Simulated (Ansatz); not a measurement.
SiF under changes of volume

One of the cells (13.890 Å³/atom); the others are scaled copies at fixed shape and fractional positions:

```
Si F
1.0
     3.02860    0.00000    0.00000
     0.00000    3.02860    0.00000
     0.00000    0.00000    3.02860
Si F
1 1
Direct
  0.50000 0.50000 0.50000
  0.00000 0.00000 0.00000
```

The cell was built by a generator and needn't be a form met in nature.

| Item | Value |
| --- | --- |
| Program | Ansatz 0.2.0 |
| Functional | PBE |
| Potentials or basis | Ansatz PAW |
| Cutoff | 420 eV (not typed: the program's choice for these potentials) |
| k mesh | 9 × 9 × 9 |
| Occupations | fermi-dirac, width 0.05 eV |
| Spin | no spin polarisation |

| volume (Å³/atom) | energy over the lowest point (meV/atom) | pressure (GPa) |
| --- | --- | --- |
| 13.056 | 13.53 | 5.4 |
| 13.334 | 5.96 | 3.5 |
| 13.612 | ? | ? |
| 13.890 | 0.00 | 0.2 |
| 14.168 | 1.07 | -1.2 |
| 14.445 | 4.46 | -2.5 |
| 14.723 | 9.84 | -3.6 |

Problem. What does the run at 13.612 Å³/atom give?

Solution. Energy over the lowest point 1.50 meV/atom; pressure 1.7 GPa.

Worked out: A Birch-Murnaghan fit of order 3 (a polynomial in V^(-2/3)) to the other rows has its minimum at 13.91 Å³/atom with B0 = V·E''(V) = 74 GPa and B' = 4.5. It gives 1.54 meV/atom at 13.612 Å³/atom, against the run's 1.50, and -dE/dV = 1.7 GPa, against 1.7.

Energies are extrapolated to zero smearing.

Caveats: an odd number of electrons without spin polarisation forces a metal; a magnetic or distorted state may lie lower.
